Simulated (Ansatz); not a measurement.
# Ta: freezing in a mode

Aim: for Ta, trace the energy along mode 6.

Method: DFT PBEsol, scalar-relativistic, plane waves, PAW, in Ansatz 0.2.0.

## Step 1: The structure to begin with

It takes space group Im-3m (No. 229, cubic). Conventional cell: a = 3.303 Å, b = 3.303 Å, c = 3.303 Å, α = 90.00°, β = 90.00°, γ = 90.00°. Around Ta (site symmetry m-3m) lie 8 Ta at 2.86 Å.

Coordinates:

```
Ta
1.0
    -1.65128    1.65128    1.65128
     1.65128   -1.65128    1.65128
     3.30256    3.30256    0.00000
Ta
2
Direct
  0.00000 0.00000 0.00000
  0.50000 0.50000 0.50000
```

No relaxation comes first: the listed cell is the starting point.

## Step 2: Zero of energy

The cell is repeated 2 times, 2 atoms in all. Reference values: F = -19613.0047 eV; pressure -3.90 GPa; largest force 0.000 eV/Å; gap on the mesh none (metal). It was computed beforehand with the settings of the runs below.

## Step 3: Setting up freezing in a mode

Mode 6 of the phonon run on this cell, counted from the lowest, is frozen in: each atom moves by x times its row below, so x is the largest displacement.

```
atom     ux     uy      uz
 Ta1  0.000  0.000   1.000
 Ta2  0.000  0.000  -1.000
```

## Step 4: x = -0.200 Å

File input.yaml:

```yaml
crystal:
  lattice:
    - [-1.65128, 1.65128, 1.65128]
    - [1.65128, -1.65128, 1.65128]
    - [3.30256, 3.30256, 0.0]
  atoms:
    - { symbol: Ta, position: [-0.0605590814, -0.0605590814, 0.0] }
    - { symbol: Ta, position: [0.5605590814, 0.5605590814, 0.5] }
basis:
  ecutwfc: 420
kpoints:
  mp_grid: { grid: [18, 18, 10] }
hamiltonian:
  xc: pbesol
scf:
  occupations: { method: gaussian, width: 0.15 }
output:
  forces: true
  stress: true
  eigenvalues: true
```

Run with:

```console
$ ansatz run input.yaml --threads 2 --pin off --max-ram 5120MiB --backend cpu --events-out ev --progress --plain --runs-dir out
```

What it wrote (excerpt; [...] marks lines left out):

```text
Warning: RAYON_NUM_THREADS=2 ignored (pool sized by the plan → 2); use --threads N
[...]
Pseudopotentials: kind: paw
Pseudopotential: Ta, paw, valence charge 13, recommended cutoff 420 eV (normal), Ta.paw.azcp
Functional definition: PBEsol
[...]
Crystal: 2 atoms, lattice volume = 36.021 Å³
Basis set: ecut = 420 eV, 709 PW (Γ), exchange–correlation on 40×40×64 points (8 copies of the dense FFT grid, shifted against one another)
Bands: 17, of which v1, the nominal top of the filled ones, is band 13 counted from 1 (12 counted from 0)
Symmetry: 8 space group operations
Space group: Cmcm (ITA 63), of the structure as read, at distance tolerance 3.3e-5 Å
k-points: 546 of 3240
[...]
SCF iter   1: F=—  HF=-19612.567599 eV  |F-HF|=—  |Δ(HF+E_count)|=         —  Δρ=5.66e-3  dr2=4.44e-3  ethr=1.77e-3  ⟨swp⟩=5.0  Hψ=40389  notcnv=0
[...]
SCF iter   6: F=-19612.567007 eV  HF=-19612.567007 eV  |F-HF|=3.09e-9  |Δ(HF+E_count)|=   3.25e-9  Δρ=4.47e-6  dr2=4.28e-9  ethr=9.38e-11  ⟨swp⟩=2.2  Hψ=33997  notcnv=0
[...]
SCF converged after 6 iterations
Free energy (F): -19612.567007 eV
[...]
E sigma→0 (E₀):  -19612.553005 eV
Entropy (-TS):   -0.028004 eV (-14.002 meV/atom)
Fermi energy:    18.572786 eV
[...]
--- Forces (eV/Å), atoms counted from 1 ---
  atom   1  Ta     0.00000000     0.00000000     1.68365749
  atom   2  Ta     0.00000000     0.00000000    -1.68365749
[...]
--- Stress (GPa, compression-positive) ---
        0.435319       3.876334       0.000000
        3.876334       0.435319       0.000000
        0.000000       0.000000      -5.133803
  P = ⅓ Tr σ = -1.4211 GPa (-14.211 kbar)
--- Band table (eV; the first three rows and the last of 546) ---
  k-point 0: bands = ["-48.5773", "-48.4185", "-15.9019", "-14.8802", "-14.5609", "-14.5046", "-14.4495", "-14.3838", "10.5974", "14.2824", "17.1645", "18.7530", "18.8110", "19.5331", "20.3115", "22.1129", "22.3570"]
[...]
```

Wall time 8.9 s (2 threads of Intel Xeon Platinum 8259CL at 2.50GHz (Skylake/Cascade Lake), shared host); peak memory 0.57 GiB.

## Step 5: At x = 0.150 Å

Edit input.yaml of step 4 so:

```diff
@@ -6,4 +6,4 @@
   atoms:
-    - { symbol: Ta, position: [-0.0605590814, -0.0605590814, 0.0] }
-    - { symbol: Ta, position: [0.5605590814, 0.5605590814, 0.5] }
+    - { symbol: Ta, position: [0.0454193111, 0.0454193111, 0.0] }
+    - { symbol: Ta, position: [0.4545806889, 0.4545806889, 0.5] }
 basis:
```

Run with:

```console
$ ansatz run input.yaml --threads 2 --pin off --max-ram 5120MiB --backend cpu --events-out ev --progress --plain --runs-dir out
```

What it wrote (excerpt; [...] marks lines left out):

```text
[...]
SCF converged after 6 iterations
Free energy (F): -19612.732650 eV
[...]
E sigma→0 (E₀):  -19612.717562 eV
Entropy (-TS):   -0.030177 eV (-15.089 meV/atom)
Fermi energy:    18.539978 eV
[...]
--- Forces (eV/Å), atoms counted from 1 ---
  atom   1  Ta     0.00000000     0.00000000    -1.58300058
  atom   2  Ta     0.00000000     0.00000000     1.58300058
[...]
--- Stress (GPa, compression-positive) ---
       -1.348674       2.582272       0.000000
        2.582272      -1.348674       0.000000
       -0.000000      -0.000000      -4.554743
  P = ⅓ Tr σ = -2.4174 GPa (-24.174 kbar)
--- Band table (eV; the first three rows and the last of 546) ---
  k-point 0: bands = ["-48.5756", "-48.4351", "-15.8158", "-14.8884", "-14.5405", "-14.5088", "-14.4804", "-14.4419", "10.5828", "14.1964", "17.0578", "18.9460", "18.9687", "19.4020", "20.1887", "22.2485", "22.3486"]
[...]
```

Run time: 8.4 s. Hardware: 2 threads of Intel Xeon Platinum 8259CL at 2.50GHz (Skylake/Cascade Lake), shared host; peak memory 0.57 GiB.

## Step 6: Point x = -0.100 Å

Edit input.yaml of step 5 so:

```diff
@@ -6,4 +6,4 @@
   atoms:
-    - { symbol: Ta, position: [0.0454193111, 0.0454193111, 0.0] }
-    - { symbol: Ta, position: [0.4545806889, 0.4545806889, 0.5] }
+    - { symbol: Ta, position: [-0.0302795407, -0.0302795407, 0.0] }
+    - { symbol: Ta, position: [0.5302795407, 0.5302795407, 0.5] }
 basis:
```

Run with:

```console
$ ansatz run input.yaml --threads 2 --pin off --max-ram 5120MiB --backend cpu --events-out ev --progress --plain --runs-dir out
```

What it wrote (excerpt; [...] marks lines left out):

```text
[...]
SCF converged after 6 iterations
Free energy (F): -19612.874897 eV
[...]
E sigma→0 (E₀):  -19612.859415 eV
Entropy (-TS):   -0.030965 eV (-15.482 meV/atom)
Fermi energy:    18.503878 eV
[...]
--- Forces (eV/Å), atoms counted from 1 ---
  atom   1  Ta     0.00000000     0.00000000     1.22588842
  atom   2  Ta     0.00000000     0.00000000    -1.22588842
[...]
--- Stress (GPa, compression-positive) ---
       -2.693768       1.388721       0.000000
        1.388721      -2.693768       0.000000
        0.000000       0.000000      -4.181131
  P = ⅓ Tr σ = -3.1896 GPa (-31.896 kbar)
--- Band table (eV; the first three rows and the last of 546) ---
  k-point 0: bands = ["-48.5724", "-48.4451", "-15.7491", "-14.8917", "-14.5245", "-14.5111", "-14.5024", "-14.4799", "10.5719", "14.1355", "16.9807", "19.0844", "19.0896", "19.2909", "20.1249", "22.3450", "22.3615"]
[...]
```

It took 7.8 s on 2 threads of Intel Xeon Platinum 8259CL at 2.50GHz (Skylake/Cascade Lake), shared host; peak memory 0.57 GiB.

## Step 7: At x = 0.050 Å

Edit input.yaml of step 6 so:

```diff
@@ -6,4 +6,4 @@
   atoms:
-    - { symbol: Ta, position: [-0.0302795407, -0.0302795407, 0.0] }
-    - { symbol: Ta, position: [0.5302795407, 0.5302795407, 0.5] }
+    - { symbol: Ta, position: [0.0151397704, 0.0151397704, 0.0] }
+    - { symbol: Ta, position: [0.4848602296, 0.4848602296, 0.5] }
 basis:
```

Run with:

```console
$ ansatz run input.yaml --threads 2 --pin off --max-ram 5120MiB --backend cpu --events-out ev --progress --plain --runs-dir out
```

What it wrote (excerpt; [...] marks lines left out):

```text
Warning: RAYON_NUM_THREADS=2 ignored (pool sized by the plan → 2); use --threads N
[...]
[... 3 set-up lines as earlier in the session ...]
[...]
Crystal: 2 atoms, lattice volume = 36.021 Å³
Basis set: ecut = 420 eV, 709 PW (Γ), exchange–correlation on 40×40×64 points (8 copies of the dense FFT grid, shifted against one another)
Bands: 17, of which v1, the nominal top of the filled ones, is band 13 counted from 1 (12 counted from 0)
[... 2 set-up lines as earlier in the session ...]
k-points: 546 of 3240
[...]
SCF iter   1: F=—  HF=-19612.970594 eV  |F-HF|=—  |Δ(HF+E_count)|=         —  Δρ=2.31e-3  dr2=5.46e-4  ethr=1.77e-3  ⟨swp⟩=5.0  Hψ=40272  notcnv=0
[...]
SCF iter   6: F=-19612.970991 eV  HF=-19612.970991 eV  |F-HF|=3.91e-9  |Δ(HF+E_count)|=   1.10e-7  Δρ=4.03e-6  dr2=4.80e-9  ethr=3.85e-10  ⟨swp⟩=4.5  Hψ=34900  notcnv=0
[...]
SCF converged after 6 iterations
Free energy (F): -19612.970991 eV
[...]
E sigma→0 (E₀):  -19612.956219 eV
Entropy (-TS):   -0.029544 eV (-14.772 meV/atom)
Fermi energy:    18.481735 eV
[...]
--- Forces (eV/Å), atoms counted from 1 ---
  atom   1  Ta     0.00000000     0.00000000    -0.66713696
  atom   2  Ta     0.00000000     0.00000000     0.66713696
[...]
--- Stress (GPa, compression-positive) ---
       -3.582579       0.472930       0.000000
        0.472930      -3.582579       0.000000
       -0.000000      -0.000000      -3.983639
  P = ⅓ Tr σ = -3.7163 GPa (-37.163 kbar)
--- Band table (eV; the first three rows and the last of 546) ---
  k-point 0: bands = ["-48.5708", "-48.4515", "-15.7095", "-14.8933", "-14.5153", "-14.5151", "-14.5120", "-14.5038", "10.5652", "14.0996", "16.9347", "19.1662", "19.1667", "19.2182", "20.0932", "22.3444", "22.4368"]
[...]
```

Wall time 7.4 s (2 threads of Intel Xeon Platinum 8259CL at 2.50GHz (Skylake/Cascade Lake), shared host); peak memory 0.57 GiB.

## Step 8: At x = 0.175 Å

Edit input.yaml of step 7 so:

```diff
@@ -6,4 +6,4 @@
   atoms:
-    - { symbol: Ta, position: [0.0151397704, 0.0151397704, 0.0] }
-    - { symbol: Ta, position: [0.4848602296, 0.4848602296, 0.5] }
+    - { symbol: Ta, position: [0.0529891963, 0.0529891963, 0.0] }
+    - { symbol: Ta, position: [0.4470108037, 0.4470108037, 0.5] }
 basis:
```

Run with:

```console
$ ansatz run input.yaml --threads 2 --pin off --max-ram 5120MiB --backend cpu --events-out ev --progress --plain --runs-dir out
```

What it wrote (excerpt; [...] marks lines left out):

```text
Warning: RAYON_NUM_THREADS=2 ignored (pool sized by the plan → 2); use --threads N
[...]
[... 3 set-up lines as earlier in the session ...]
[...]
Crystal: 2 atoms, lattice volume = 36.021 Å³
Basis set: ecut = 420 eV, 709 PW (Γ), exchange–correlation on 40×40×64 points (8 copies of the dense FFT grid, shifted against one another)
Bands: 17, of which v1, the nominal top of the filled ones, is band 13 counted from 1 (12 counted from 0)
[... 2 set-up lines as earlier in the session ...]
k-points: 546 of 3240
[...]
SCF iter   1: F=—  HF=-19612.651312 eV  |F-HF|=—  |Δ(HF+E_count)|=         —  Δρ=4.80e-3  dr2=3.25e-3  ethr=1.77e-3  ⟨swp⟩=5.0  Hψ=40272  notcnv=0
[...]
SCF iter   6: F=-19612.651056 eV  HF=-19612.651056 eV  |F-HF|=1.76e-9  |Δ(HF+E_count)|=   2.88e-9  Δρ=4.19e-6  dr2=2.57e-9  ethr=4.35e-11  ⟨swp⟩=2.1  Hψ=31361  notcnv=0
[...]
SCF converged after 6 iterations
Free energy (F): -19612.651056 eV
[...]
E sigma→0 (E₀):  -19612.636376 eV
Entropy (-TS):   -0.029360 eV (-14.680 meV/atom)
Fermi energy:    18.558487 eV
[...]
--- Forces (eV/Å), atoms counted from 1 ---
  atom   1  Ta    -0.00000000     0.00000000    -1.66844365
  atom   2  Ta     0.00000000     0.00000000     1.66844365
[...]
--- Stress (GPa, compression-positive) ---
       -0.519886       3.212702       0.000000
        3.212702      -0.519886       0.000000
        0.000000       0.000000      -4.817701
  P = ⅓ Tr σ = -1.9525 GPa (-19.525 kbar)
--- Band table (eV; the first three rows and the last of 546) ---
  k-point 0: bands = ["-48.5765", "-48.4274", "-15.8568", "-14.8848", "-14.5500", "-14.5064", "-14.4655", "-14.4155", "10.5897", "14.2363", "17.1078", "18.8562", "18.8942", "19.4669", "20.2403", "22.1827", "22.3523"]
[...]
```

It took 7.7 s on 2 threads of Intel Xeon Platinum 8259CL at 2.50GHz (Skylake/Cascade Lake), shared host; peak memory 0.57 GiB.

## Step 9: At x = 0.125 Å

Edit input.yaml of step 8 so:

```diff
@@ -6,4 +6,4 @@
   atoms:
-    - { symbol: Ta, position: [0.0529891963, 0.0529891963, 0.0] }
-    - { symbol: Ta, position: [0.4470108037, 0.4470108037, 0.5] }
+    - { symbol: Ta, position: [0.0378494259, 0.0378494259, 0.0] }
+    - { symbol: Ta, position: [0.4621505741, 0.4621505741, 0.5] }
 basis:
```

Run with:

```console
$ ansatz run input.yaml --threads 2 --pin off --max-ram 5120MiB --backend cpu --events-out ev --progress --plain --runs-dir out
```

What it wrote (excerpt; [...] marks lines left out):

```text
[...]
SCF converged after 6 iterations
Free energy (F): -19612.808250 eV
[...]
E sigma→0 (E₀):  -19612.792830 eV
Entropy (-TS):   -0.030841 eV (-15.420 meV/atom)
Fermi energy:    18.520765 eV
[...]
--- Forces (eV/Å), atoms counted from 1 ---
  atom   1  Ta     0.00000000     0.00000000    -1.43132035
  atom   2  Ta     0.00000000     0.00000000     1.43132035
[...]
--- Stress (GPa, compression-positive) ---
       -2.075167       1.969152       0.000000
        1.969152      -2.075167       0.000000
        0.000000       0.000000      -4.341584
  P = ⅓ Tr σ = -2.8306 GPa (-28.306 kbar)
--- Band table (eV; the first three rows and the last of 546) ---
  k-point 0: bands = ["-48.5740", "-48.4408", "-15.7794", "-14.8906", "-14.5319", "-14.5103", "-14.4927", "-14.4629", "10.5768", "14.1628", "17.0153", "19.0222", "19.0341", "19.3424", "20.1516", "22.3088", "22.3462"]
[...]
```

It took 7.6 s on 2 threads of Intel Xeon Platinum 8259CL at 2.50GHz (Skylake/Cascade Lake), shared host; peak memory 0.57 GiB.

## Step 10: Point x = 0.075 Å

Edit input.yaml of step 9 so:

```diff
@@ -6,4 +6,4 @@
   atoms:
-    - { symbol: Ta, position: [0.0378494259, 0.0378494259, 0.0] }
-    - { symbol: Ta, position: [0.4621505741, 0.4621505741, 0.5] }
+    - { symbol: Ta, position: [0.0227096555, 0.0227096555, 0.0] }
+    - { symbol: Ta, position: [0.4772903445, 0.4772903445, 0.5] }
 basis:
```

Run with:

```console
$ ansatz run input.yaml --threads 2 --pin off --max-ram 5120MiB --backend cpu --events-out ev --progress --plain --runs-dir out
```

What it wrote (excerpt; [...] marks lines left out):

```text
[...]
SCF converged after 6 iterations
Free energy (F): -19612.929961 eV
[...]
E sigma→0 (E₀):  -19612.914835 eV
Entropy (-TS):   -0.030252 eV (-15.126 meV/atom)
Fermi energy:    18.490944 eV
[...]
--- Forces (eV/Å), atoms counted from 1 ---
  atom   1  Ta     0.00000000     0.00000000    -0.96822857
  atom   2  Ta     0.00000000     0.00000000     0.96822857
[...]
--- Stress (GPa, compression-positive) ---
       -3.202343       0.873475      -0.000000
        0.873475      -3.202343       0.000000
        0.000000       0.000000      -4.063901
  P = ⅓ Tr σ = -3.4895 GPa (-34.895 kbar)
--- Band table (eV; the first three rows and the last of 546) ---
  k-point 0: bands = ["-48.5713", "-48.4487", "-15.7259", "-14.8925", "-14.5189", "-14.5115", "-14.5098", "-14.4937", "10.5680", "14.1145", "16.9539", "19.1323", "19.1342", "19.2490", "20.1059", "22.3446", "22.4047"]
[...]
```

It took 8 s on 2 threads of Intel Xeon Platinum 8259CL at 2.50GHz (Skylake/Cascade Lake), shared host; peak memory 0.56 GiB.

## Step 11: x = 0.025 Å

Edit input.yaml of step 10 so:

```diff
@@ -6,4 +6,4 @@
   atoms:
-    - { symbol: Ta, position: [0.0227096555, 0.0227096555, 0.0] }
-    - { symbol: Ta, position: [0.4772903445, 0.4772903445, 0.5] }
+    - { symbol: Ta, position: [0.0075698852, 0.0075698852, 0.0] }
+    - { symbol: Ta, position: [0.4924301148, 0.4924301148, 0.5] }
 basis:
```

Run with:

```console
$ ansatz run input.yaml --threads 2 --pin off --max-ram 5120MiB --backend cpu --events-out ev --progress --plain --runs-dir out
```

What it wrote (excerpt; [...] marks lines left out):

```text
Warning: RAYON_NUM_THREADS=2 ignored (pool sized by the plan → 2); use --threads N
[...]
[... 3 set-up lines as earlier in the session ...]
[...]
Crystal: 2 atoms, lattice volume = 36.021 Å³
Basis set: ecut = 420 eV, 709 PW (Γ), exchange–correlation on 40×40×64 points (8 copies of the dense FFT grid, shifted against one another)
Bands: 17, of which v1, the nominal top of the filled ones, is band 13 counted from 1 (12 counted from 0)
[... 2 set-up lines as earlier in the session ...]
k-points: 546 of 3240
[...]
SCF iter   1: F=—  HF=-19612.995863 eV  |F-HF|=—  |Δ(HF+E_count)|=         —  Δρ=2.23e-3  dr2=4.79e-4  ethr=1.77e-3  ⟨swp⟩=5.0  Hψ=40243  notcnv=0
[...]
SCF iter   6: F=-19612.996236 eV  HF=-19612.996236 eV  |F-HF|=1.30e-9  |Δ(HF+E_count)|=   1.09e-7  Δρ=1.93e-6  dr2=1.55e-9  ethr=3.85e-10  ⟨swp⟩=4.5  Hψ=35049  notcnv=0
[...]
SCF converged after 6 iterations
Free energy (F): -19612.996236 eV
[...]
E sigma→0 (E₀):  -19612.981620 eV
Entropy (-TS):   -0.029232 eV (-14.616 meV/atom)
Fermi energy:    18.475859 eV
[...]
--- Forces (eV/Å), atoms counted from 1 ---
  atom   1  Ta     0.00000000     0.00000000    -0.33956815
  atom   2  Ta     0.00000000     0.00000000     0.33956815
[...]
--- Stress (GPa, compression-positive) ---
       -3.814470       0.223503       0.000000
        0.223503      -3.814470       0.000000
       -0.000000      -0.000000      -3.937483
  P = ⅓ Tr σ = -3.8555 GPa (-38.555 kbar)
--- Band table (eV; the first three rows and the last of 546) ---
  k-point 0: bands = ["-48.5706", "-48.4533", "-15.6997", "-14.8938", "-14.5187", "-14.5129", "-14.5124", "-14.5099", "10.5635", "14.0906", "16.9232", "19.1863", "19.1863", "19.1995", "20.0860", "22.3443", "22.4565"]
[...]
```

Wall time 7.7 s (2 threads of Intel Xeon Platinum 8259CL at 2.50GHz (Skylake/Cascade Lake), shared host); peak memory 0.57 GiB.

## Step 12: All points together

All points in order; energies are free energies above the reference cell:

| x (Å) | ΔE (meV/cell) | force along the mode (eV/Å) | pressure (GPa) |
| --- | --- | --- | --- |
| -0.200 | 437.7 | 3.367 | -1.4 |
| -0.100 | 129.9 | 2.452 | -3.2 |
| 0.000 | 0.0 | 0.000 | -3.9 |
| 0.025 | 8.5 | -0.679 | -3.9 |
| 0.050 | 33.8 | -1.334 | -3.7 |
| 0.075 | 74.8 | -1.936 | -3.5 |
| 0.125 | 196.5 | -2.863 | -2.8 |
| 0.150 | 272.1 | -3.166 | -2.4 |
| 0.175 | 353.7 | -3.337 | -2.0 |

Not run, since symmetry makes them alike: 0.200 repeats -0.200, -0.150 repeats 0.150, 0.100 repeats -0.100, -0.050 repeats 0.050. Energy, pressure and gap are the same there.

## Step 13: What came out

```
                                          quantity     value
                   harmonic wavenumber of the mode  143 cm⁻¹
the same from the force at an amplitude of 0.025 Å  143 cm⁻¹
```

In words: The force at the smallest amplitude gives 143 cm⁻¹ against 143 cm⁻¹ from the phonon run, so the curve is close to a parabola there. No sampled point lies below the undisturbed cell. The runs treat Ta without spin-orbit coupling.
